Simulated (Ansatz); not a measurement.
# CH4BNSi: the cost of one run

Method: the settings change from run to run; program: Ansatz 0.2.0, Gaussian basis.

## (1) The relaxed structure

An earlier PBE0-D4/def2-TZVP relaxation fixed the geometry.

SMILES `B[SiH2]C#N`, 8 atoms, charge 0, spin multiplicity 1.

Atoms are counted from 1 here; the program's logs count them from 0.

Bond lengths: B1–Si2 2.008 Å, B1–H5 1.192 Å, B1–H6 1.195 Å, Si2–C3 1.852 Å, Si2–H7 1.486 Å, Si2–H8 1.486 Å, C3–N4 1.152 Å. Angles: Si2–B1–H5 123.0°, Si2–B1–H6 118.1°, H5–B1–H6 118.9°, B1–Si2–C3 112.5°, B1–Si2–H7 111.2°, B1–Si2–H8 111.1°, C3–Si2–H7 106.3°, C3–Si2–H8 106.3°, H7–Si2–H8 109.2°, Si2–C3–N4 178.5°.

## (2) HSE06/aug-cc-pVTZ

Options: multiplicity 3, atoms shaken by 0.03 Å.

Contents of in.yaml:

```yaml
crystal:
  periodic: [false, false, false]
  atoms:
    - {symbol: B, position_ang: [-1.115769, 0.883586, -0.378296]}
    - {symbol: Si, position_ang: [0.313794, -0.081715, 0.572097]}
    - {symbol: C, position_ang: [1.317081, -1.240047, -0.499389]}
    - {symbol: N, position_ang: [1.917170, -1.882254, -1.228116]}
    - {symbol: H, position_ang: [-1.333176, 0.811567, -1.592131]}
    - {symbol: H, position_ang: [-1.845354, 1.632172, 0.289621]}
    - {symbol: H, position_ang: [-0.311491, -1.031557, 1.561042]}
    - {symbol: H, position_ang: [1.286193, 0.813358, 1.237441]}
basis:
  gaussian: {orbitals: aug-cc-pVTZ}
magnetization: {spin_polarized: true, initial_magnetization: 2}
hamiltonian: {xc: {name: HSE06}}
```

Launch:

```sh
$ ansatz run in.yaml --threads 2 --pin off --events-out ev --progress --plain --max-ram 4352MiB
```

**Question.** How long does this run take on 2 threads of Arm Neoverse N1, shared host, and how much memory does it need?

About 29 s, with a peak of 0.95 GiB.
